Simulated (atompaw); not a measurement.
# Pseudopotential generation for Yb: PAW (atompaw), PBE

Do these settings give a usable potential? It is generated, then checked for scattering, ghosts and hardness.

Method: atompaw 4.2.0.5, PBE, scalar-relativistic.

### Step 1. The atom and the settings

The settings as typed:

```
element                 : ytterbium (Yb, Z = 70)
type                    : PAW
frozen core             : [Kr] 4d10
valence charge          : 24
reference configuration : 4f14 5s2 5p6 5d0 6s2 6p0
partial waves           : 5s (bound); 6s (bound); 5p (bound); 6p (bound, empty); 5d (bound, empty); 5d channel at 2.9 Ry; 4f (bound); 4f channel at 0.15 Ry
local potential         : troulliermartins scheme with l = 4 at 0 Ry, radius 2.05 bohr
core correction         : smooth core density matched at 1.80 bohr
augmentation charge     : sinc compensation charge, radius 2.80 bohr; PAW radius 3.00 bohr; waves and projectors: bloechl
```

The outer shells as boxes (Hund's rule for the drawing; the calculation is spin-unpolarised):

```
[Kr] core
4d [↑↓][↑↓][↑↓][↑↓][↑↓]
4f [↑↓][↑↓][↑↓][↑↓][↑↓][↑↓][↑↓]
5s [↑↓]
5p [↑↓][↑↓][↑↓]
5d [  ][  ][  ][  ][  ]
6s [↑↓]
6p [  ][  ][  ]
```

An earlier all-electron run gives the scale for the radii.

All-electron outer shells of the reference configuration (PBE, scalar-relativistic, ld1.x):

| shell | level (eV) | outermost node (bohr) | outermost maximum (bohr) |
| --- | --- | --- | --- |
| 4p | -338.25 | 0.26 | 0.48 |
| 4d | -177.93 | 0.24 | 0.49 |
| 5s | -54.92 | 0.58 | 1.07 |
| 5p | -27.42 | 0.62 | 1.24 |
| 6s | -3.92 | 1.47 | 3.28 |
| 4f | -3.01 | – | 0.49 |
| 6p | -1.11 | 1.81 | 4.66 |
| 5d | -0.67 | 0.70 | 2.12 |

### Step 2. Generating the potential

Yb.input

```
Yb 70
GGA-PBE scalarrelativistic loggrid 2001 logderivrange -6 5 276
6 6 5 4 0 0
6 1 0
5 2 0
0 0 0
c
c
c
c
v
v
c
c
c
v
v
c
c
v
v
3
3.00 2.80 2.05 1.80
n
n
y
2.9
n
y
0.15
n
bloechl sinc
4 0 troulliermartins
PWSCFOUT
UPFDX 0.0125d0 UPFXMIN -7.d0 UPFZMESH 70.d0
END
```

Launch:

```console
$ atompaw < Yb.input > Yb.log
```

Before running it: what results should come out? Wanted: cutoffs for 10 and 1 mRy, occupied levels; bound ghosts; largest phase difference near zero energy, channels read; lowest eigenvalue of the overlap; share of valence orbitals outside the PAW sphere; UPF file.

As calculated:

| quantity | value |
| --- | --- |
| cutoffs for 10 and 1 mRy, occupied levels | 45 Ry and 60 Ry |
| bound ghosts | none found |
| largest phase difference near zero energy, channels read | 0.023 rad |
| lowest eigenvalue of the overlap (Bessel basis) | 0.280 (s) |
| share of valence orbitals outside the PAW sphere | 5s 0 %, 6s 72 %, 5p 1 %, 6p 94 %, 5d 58 %, 4f 1 % |
| UPF file | written |

It counts as of middling hardness, with 45 Ry needed at the looser tolerance. The Bessel-basis test finds no level below the valence levels. Near zero energy the phases of the channels with partial waves agree within 0.023 rad. All of this concerns the isolated atom, not yet a solid.
